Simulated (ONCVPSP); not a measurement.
# Pseudopotential generation for Fe: ONCV, PBE

Do these settings give a usable potential? It is generated, then checked for transferability, scattering, ghosts and hardness.

The numbers are computed with ONCVPSP 4.0.1 (PBE, fully relativistic, spin-unpolarised reference atom).

### 1 Settings

Typed settings, in words:

```
element                 : iron (Fe, Z = 26)
type                    : optimised norm-conserving Vanderbilt (ONCV)
frozen core             : [Ne]
valence charge          : 16
reference configuration : 3s2 3p6 3d7 4s1
partial waves           : 3s+4s: rc 1.30 bohr, ncon 4, nbas 8, qcut 7.1 1/bohr, 2 projectors; 3p: rc 1.00 bohr, ncon 3, nbas 6, qcut 12.2 1/bohr, 2 projectors, debl 2.8 Ha; 3d: rc 1.50 bohr, ncon 5, nbas 10, qcut 10.3 1/bohr, 2 projectors, debl 2.2 Ha
local potential         : polynomial inside 0.65 bohr (lpopt 5, dvloc0 0 Ha)
core correction         : Teter function, fcfact 4.5, rcfact 1.6
```

The outer shells as boxes (Hund's rule for the drawing; the calculation is spin-unpolarised):

```
[Ne] core
3s [↑↓]
3p [↑↓][↑↓][↑↓]
3d [↑↓][↑↓][↑ ][↑ ][↑ ]
4s [↑ ]
```

An earlier all-electron run gives the scale for the radii.

All-electron outer shells of the reference configuration (PBE, scalar-relativistic, ld1.x):

```json
{"shell": "2p", "level (eV)": "-693.47", "outermost node (bohr)": "–", "outermost maximum (bohr)": "0.18"}
{"shell": "3s", "level (eV)": "-89.48", "outermost node (bohr)": "0.33", "outermost maximum (bohr)": "0.70"}
{"shell": "3p", "level (eV)": "-55.64", "outermost node (bohr)": "0.30", "outermost maximum (bohr)": "0.72"}
{"shell": "4s", "level (eV)": "-4.25", "outermost node (bohr)": "1.01", "outermost maximum (bohr)": "2.53"}
{"shell": "3d", "level (eV)": "-3.81", "outermost node (bohr)": "–", "outermost maximum (bohr)": "0.73"}
{"shell": "4p", "level (eV)": "-0.87", "outermost node (bohr)": "1.12", "outermost maximum (bohr)": "3.78"}
```

### 2 Generation

Fe.dat reads:

```
# ATOM AND REFERENCE CONFIGURATION
# atsym  z   nc   nv     iexc    psfile
  Fe 26.00    3    4        4      upf
#
#   n    l    f
    1    0    2.00
    2    0    2.00
    2    1    6.00
    3    0    2.00
    3    1    6.00
    3    2    7.00
    4    0    1.00
#
# PSEUDOPOTENTIAL AND OPTIMIZATION
# lmax
    2
#
#   l,   rc,      ep,       ncon, nbas, qcut
    0    1.30    0.00    4    8    7.10
    1    1.00    0.00    3    6   12.20
    2    1.50    0.00    5   10   10.30
#
# LOCAL POTENTIAL
# lloc, lpopt,  rc(5),   dvloc0
    4    5    0.65    0.00
#
# VANDERBILT-KLEINMAN-BYLANDER PROJECTORs
# l, nproj, debl
    0    2    1.30
    1    2    2.80
    2    2    2.20
#
# MODEL CORE CHARGE
# icmod, fcfact, rcfact
    3    4.50    1.60
#
# LOG DERIVATIVE ANALYSIS
# epsh1, epsh2, depsh
   -5.00    5.00    0.04
#
# OUTPUT GRID
# rlmax, drl
    6.00    0.01
#
# TEST CONFIGURATIONS
# ncnf
    4
# nvcnf
#   n    l    f
    4
    3    0    2.00
    3    1    6.00
    3    2    6.00
    4    0    2.00
#
    4
    3    0    2.00
    3    1    6.00
    3    2    6.00
    4    0    1.00
#
    4
    3    0    2.00
    3    1    6.00
    3    2    6.00
    4    0    0.00
#
    5
    3    0    2.00
    3    1    6.00
    3    2    6.00
    4    0    0.00
    4    1    2.00
#
```

Started as:

```console
oncvpspr.x < Fe.dat > Fe.out
```

Q: Predict the outcome of this session. Wanted: cutoffs for 1 and 0.1 mHa per electron, occupied waves; bound ghosts; GHOST(+) flags; largest test error; largest phase difference near zero energy, channels read; rms error of d²Exc/dn², without and with the model core.

As calculated:

| quantity | value |
| --- | --- |
| cutoffs for 1 and 0.1 mHa per electron, occupied waves | 44 Ha and 57 Ha |
| bound ghosts | none found |
| GHOST(+) flags | s at 239 eV |
| largest test error (AE − PS) | +13 meV, for 3s2 3p6 3d6 4s2 |
| largest phase difference near zero energy, channels read | 0.000 rad |
| rms error of d²Exc/dn², without and with the model core | 8.18 and 4.42 mHa |

In words: The worst unpolarised test, 3s2 3p6 3d6 4s2, is off by 13 meV on 0.8 eV; by total energies transferability rates as good. By its cutoff, 44 Ha for the looser tolerance, it is hard. At the looser tolerance the 3d wave is the slowest; 3p needs 32 Ha. No bound ghost shows below the valence levels. Near zero energy the phases of the channels with partial waves agree within 0.001 rad. The program also flags highly localised states, GHOST(+) (s).
